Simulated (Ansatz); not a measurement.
Relaxation of a periodic cell of 15 atoms, Al8N6O (host AlN, host structure P6_3mc, dopant O, one N atom removed), cell charge +2, to a largest force component of 0.03 eV/Å in at most 60 steps.

Method: DFT PBE, scalar-relativistic, plane waves, PAW in Ansatz. Settings: PAW set soft_1, cutoff 420 eV, k mesh 2x3x3, gaussian smearing 0.05 eV, no spin polarisation.

```xyz
15
Lattice="-3.1440 -5.4456 0.0000 4.7160 -2.7228 0.0000 0.0000 0.0000 5.0460" Properties=species:S:1:pos:R:3:forces:R:3
Al 1.572 -4.538 0.000 -0.45 1.52 0.29
Al 0.000 -3.630 2.523 -0.11 0.36 0.14
N 1.572 -4.538 1.923 0.07 -0.57 0.01
N 0.000 -3.630 4.446 -0.29 -0.49 0.02
Al 0.000 -1.815 0.000 0.20 -0.52 0.08
Al 3.144 -3.630 2.523 0.38 -0.94 0.10
N 0.000 -1.815 1.923 0.34 0.42 -0.05
N 3.144 -3.630 4.446 0.06 0.64 0.13
Al 3.144 -1.815 0.000 -1.12 -0.52 -0.35
Al 1.572 -0.908 2.523 -0.95 0.34 0.06
O 4.716 -0.908 4.446 -0.25 -0.18 -0.03
N 1.572 -0.908 4.446 0.76 0.22 0.13
Al -1.572 -4.538 0.000 1.50 -0.43 0.28
Al 1.572 -6.353 2.523 0.65 0.28 -0.82
N -1.572 -4.538 1.923 -0.77 -0.14 0.01
```

Task: Where does it end, and by what steps?

Result: The forces met the threshold. Limits of this set-up: no spin, though dangling bonds at a vacancy may carry it, a small cell, in which the defect meets its images, charged cell in a uniform background, uncorrected. After 4 steps the energy has fallen by 0.279 eV; Al6 moved furthest, 0.10 Å.

```
step  energy less start (eV)  largest force component (eV/Å)  accepted
   0                  0.0000                           1.519       yes
   1                 -0.2222                           0.645       yes
   2                 -0.2755                           0.122       yes
   3                 -0.2774                           0.083       yes
   4                 -0.2788                           0.010       yes
```

```xyz
15
Lattice="-3.1440 -5.4456 0.0000 4.7160 -2.7228 0.0000 0.0000 0.0000 5.0460" Properties=species:S:1:pos:R:3
Al 1.562 -4.465 0.013
Al -0.004 -3.627 2.532
N 1.566 -4.555 1.921
N -0.006 -3.631 4.445
Al 0.019 -1.824 0.008
Al 3.160 -3.725 2.541
N 0.024 -1.818 1.920
N 3.159 -3.618 4.450
Al 3.121 -1.829 -0.037
Al 1.507 -0.861 2.547
O 4.711 -0.908 4.435
N 1.599 -0.896 4.452
Al -1.510 -4.555 0.023
Al 1.557 -6.355 2.468
N -1.601 -4.528 1.924
```

Whether the end is a true minimum wasn't checked by a vibrational analysis.

Time of the run: 31 s on 1 thread of Arm Neoverse V2, with other jobs on the host, peak memory 0.36 GiB.
